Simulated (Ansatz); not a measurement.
# CH6ClNSi: the cost of one run

All numbers below are computed with Ansatz 0.2.0 (RKS PBE0-D4/6-31G*).

## 1. The starting structure

Bond lengths: Si1–N2 1.820 Å, N2–H3 1.060 Å, N2–H4 1.060 Å, Si1–Cl5 2.130 Å, Si1–C6 1.869 Å, C6–H7 1.110 Å, C6–H8 1.110 Å, C6–H9 1.110 Å, Si1–H10 1.459 Å. Angles (14 of 15 angles, heavy atoms first): N2–Si1–Cl5 109.4°, N2–Si1–C6 109.5°, Cl5–Si1–C6 109.5°, Si1–N2–H3 120.0°, Si1–N2–H4 120.0°, N2–Si1–H10 109.5°, Cl5–Si1–H10 109.5°, C6–Si1–H10 109.5°, Si1–C6–H7 109.5°, Si1–C6–H8 109.5°, Si1–C6–H9 109.5°, H3–N2–H4 120.0°, H7–C6–H8 109.4°, H7–C6–H9 109.4°.

Coordinates:

```xyz
10

Si    0.0000    0.0000    0.0000
N     0.0000    0.0000    1.8200
H    -0.8770   -0.2713    2.3500
H     0.8770    0.2713    2.3500
Cl    2.0086    0.0000   -0.7093
C    -0.8808    1.5259   -0.6227
H    -1.9334    1.2723   -0.8671
H    -0.8624    2.3106    0.1622
H    -0.3704    1.9025   -1.5336
H    -0.6877   -1.1914   -0.4862
```

## 2. Preparing the start

File input.yaml:

```yaml
crystal:
  periodic: [false, false, false]
  atoms:
    - { symbol: Si, position_ang: [0.0, 0.0, 0.0] }
    - { symbol: "N", position_ang: [0.0, 0.0, 1.82] }
    - { symbol: H, position_ang: [-0.877, -0.2713, 2.35] }
    - { symbol: H, position_ang: [0.877, 0.2713, 2.35] }
    - { symbol: Cl, position_ang: [2.0086, 0.0, -0.7093] }
    - { symbol: C, position_ang: [-0.8808, 1.5259, -0.6227] }
    - { symbol: H, position_ang: [-1.9334, 1.2723, -0.8671] }
    - { symbol: H, position_ang: [-0.8624, 2.3106, 0.1622] }
    - { symbol: H, position_ang: [-0.3704, 1.9025, -1.5336] }
    - { symbol: H, position_ang: [-0.6877, -1.1914, -0.4862] }
basis:
  gaussian: { orbitals: "6-31G*" }
hamiltonian:
  xc: pbe0
  dispersion: d4
relax:
  f_tol: 0.02
  max_steps: 40
output:
  orbitals: {}
```

The run is started by

```bash
> ansatz run input.yaml --threads 1 --pin off --max-ram 2048MiB --backend cpu --events-out ev --progress --plain --runs-dir out
```

Q: Estimate wall time and peak memory on 1 thread of Arm Neoverse V1, shared host.

About 72 s, with a peak of 0.16 GiB.
